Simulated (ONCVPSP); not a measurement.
# An ONCV potential for germanium, from input to tests

Aim: build the potential from the settings below, then test how well it stands in for the atom: other configurations, scattering, ghost states and the plane-wave cutoff that it needs.

Program: ONCVPSP 4.0.1.1 (patched build). Reference atom: PBE, scalar-relativistic, spherical and spin-unpolarised. All values are calculated.

## 1. The design

Typed settings, in words:

```json
{
  "element": "germanium (Ge, Z = 32)",
  "type": "optimised norm-conserving Vanderbilt (ONCV)",
  "frozen core": "[Ar] 3d10",
  "valence charge": "4",
  "reference configuration": "4s2 4p1 (charge +1)",
  "partial waves": "4s: rc 1.35 bohr, ncon 3, nbas 7, qcut 4.2 1/bohr, 1 projector; 4p: rc 1.95 bohr, ncon 4, nbas 7, qcut 4.6 1/bohr, 1 projector; d scattering state at 0.13 Ha: rc 1.50 bohr, ncon 5, nbas 8, qcut 5.4 1/bohr, 1 projector",
  "local potential": "polynomial inside 1.15 bohr (lpopt 5, dvloc0 3 Ha)",
  "core correction": "not asked for"
}
```

## 2. Generating the potential

The input, Ge.dat:

```
# ATOM AND REFERENCE CONFIGURATION
# atsym  z   nc   nv     iexc    psfile
  Ge 32.00    6    2        4      upf
#
#   n    l    f
    1    0    2.00
    2    0    2.00
    2    1    6.00
    3    0    2.00
    3    1    6.00
    3    2   10.00
    4    0    2.00
    4    1    1.00
#
# PSEUDOPOTENTIAL AND OPTIMIZATION
# lmax
    2
#
#   l,   rc,      ep,       ncon, nbas, qcut
    0    1.35    0.00    3    7    4.20
    1    1.95    0.00    4    7    4.60
    2    1.50    0.13    5    8    5.40
#
# LOCAL POTENTIAL
# lloc, lpopt,  rc(5),   dvloc0
    4    5    1.15    3.00
#
# VANDERBILT-KLEINMAN-BYLANDER PROJECTORs
# l, nproj, debl
    0    1    0.90
    1    1    1.40
    2    1    3.30
#
# MODEL CORE CHARGE
# icmod, fcfact, rcfact
    0    0.00    0.00
#
# LOG DERIVATIVE ANALYSIS
# epsh1, epsh2, depsh
   -2.00    5.00    0.02
#
# OUTPUT GRID
# rlmax, drl
    6.00    0.01
#
# TEST CONFIGURATIONS
# ncnf
    4
# nvcnf
#   n    l    f
    2
    4    0    2.00
    4    1    2.00
#
    2
    4    0    2.00
    4    1    0.00
#
    2
    4    0    1.00
    4    1    0.00
#
    2
    4    0    1.00
    4    1    3.00
#
```

The run is started by

```sh
$ oncvpsp.x < Ge.dat > Ge.out
```

What does the calculation give? Wanted: cutoffs for 1 and 0.1 mHa per electron, occupied waves; bound ghosts; GHOST(+) flags; largest test error; largest phase difference near zero energy, channels read.

**Answer**, as computed:

| quantity | value |
| --- | --- |
| cutoffs for 1 and 0.1 mHa per electron, occupied waves | 8.8 Ha and 47 Ha |
| bound ghosts | d at -436.30 eV |
| GHOST(+) flags | s at 5 eV, d at 685 eV |
| largest test error (AE − PS) | +144 meV, for 4s1 4p0 |
| largest phase difference near zero energy, channels read | 2.505 rad |

It has a bound ghost (d), a state that the atom doesn't have, and that rules the file out. By total energies transferability is fair for so large an energy: the largest error is 144 meV on 50.2 eV, for 4s1 4p0. That test lies far up in energy; among those under 40 eV, nearer to bonding, the largest error is 20 meV. It counts as soft on the atom at that tolerance, with 8.8 Ha needed at the looser tolerance. The tighter tolerance needs 47 Ha, and converged work needs a cutoff nearer that. At the looser tolerance the 4s wave is the slowest; 4p needs 7 Ha. That counts occupied waves only; other projectors can need more. Near zero energy the largest phase difference among the channels read is 2.51 rad, in the s channel. The pseudo curves have a pole with no partner nearby in the atom's: s at 0.19 Ha. At positive energy that is a spurious or a displaced resonance. The program also flags highly localised states, GHOST(+) (s, d).
